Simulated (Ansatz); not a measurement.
This script makes cell relaxations under several functionals of KYO₃, space group Pm-3m with the Python package of Ansatz (0.2.0).

The script, `kyo3.py`:
```python
# -*- coding: utf-8 -*-
import warnings

import ansatz as az
from ase import Atoms
import numpy as np

def edges_and_angles(cell):
    cell = np.asarray(cell)
    a, b, c = np.linalg.norm(cell, axis=1)
    cosines = cell[1] @ cell[2] / (b * c), cell[0] @ cell[2] / (a * c), cell[0] @ cell[1] / (a * b)
    return (a, b, c, *np.degrees(np.arccos(cosines)))


def main():
    warnings.simplefilter("ignore", az.DeckWarning)

    atoms = Atoms(
        ["K", "Y", "O", "O", "O"],
        scaled_positions=[
            (0.0, 0.0, 0.0),
            (0.5, 0.5, 0.5),
            (0.5, 0.5, 0.0),
            (0.5, 0.0, 0.5),
            (0.0, 0.5, 0.5),
        ],
        cell=[
            (4.497543, 0.0, 0.0),
            (0.0, 4.497543, 0.0),
            (0.0, 0.0, 4.497543),
        ],
        pbc=True,
    )
    kyo3 = az.Crystal.from_ase(atoms)

    calc = (
        kyo3.calculation()
        .pseudopotentials("paw", azcp={"folder": "soft_1"})
        .basis(21 * az.Ha)
        .kpoints(5)
        .occupations(az.OccupationsMethod.COLD, width=0.05)
        .relax(cell=True, max_steps=100)
    )

    levels = [("blyp", "d3bj"), ("pbesol", "d3bj"), ("lda", "none")]
    print("level            a       b       c    alpha   beta  gamma  V/atom  steps")
    for name, dispersion in levels:
        seen = []
        run = calc.functional(name, dispersion=dispersion).session().plan()
        outcome = run.execute(on_event=lambda e: seen.append(e) if e["event"] == "relax_step" else None)
        cell = outcome.lattice.cell_ang
        label = name if dispersion == "none" else f"{name}+{dispersion}"
        print("{:13s} {:7.4f} {:7.4f} {:7.4f} {:6.2f} {:6.2f} {:6.2f}".format(label, *edges_and_angles(cell)), f"{abs(np.linalg.det(cell)) / len(outcome.lattice.sites):7.3f} {len(seen):5d}")


if __name__ == "__main__":
    main()
```

Rank the levels of theory by the volume of the relaxed cell.

From smallest to largest: LDA (15.87 Å³ an atom, -12.8 % against the start), PBEsol+D3BJ (16.22 Å³ an atom, -10.8 % against the start) and BLYP+D3BJ (17.31 Å³ an atom, -4.9 % against the start). The spread is 9.0 % in volume.

The run itself:

```console
$ python kyo3.py
level            a       b       c    alpha   beta  gamma  V/atom  steps
blyp+d3bj      4.4230  4.4230  4.4230  90.00  90.00  90.00  17.305     4
pbesol+d3bj    4.3289  4.3289  4.3289  90.00  90.00  90.00  16.224     4
lda            4.2975  4.2975  4.2975  90.00  90.00  90.00  15.874     5
```

The run is spin-unpolarised. Forces vanish by symmetry, so the ions can't move, and the end may be a saddle. BLYP and dispersion corrections can be off by several per cent in the lattices of metals, and by several GPa in the pressure at a fixed cell. The mesh is modest for a metal, so energies can be off by several to tens of meV an atom and pressures by half a GPa or more; differences at equal mesh fare better. The PAW files read here were made with PBE, not with each functional that runs on them. The structure comes from a database of computed cells and needn't be a stable or known phase. The script silences the warnings on its input, which a real study should read. By the engine's processor time: 24 s on 1 thread of Intel(R) Xeon(R) Processor @ 2.30GHz (shared host), peak memory 0.6 GiB.
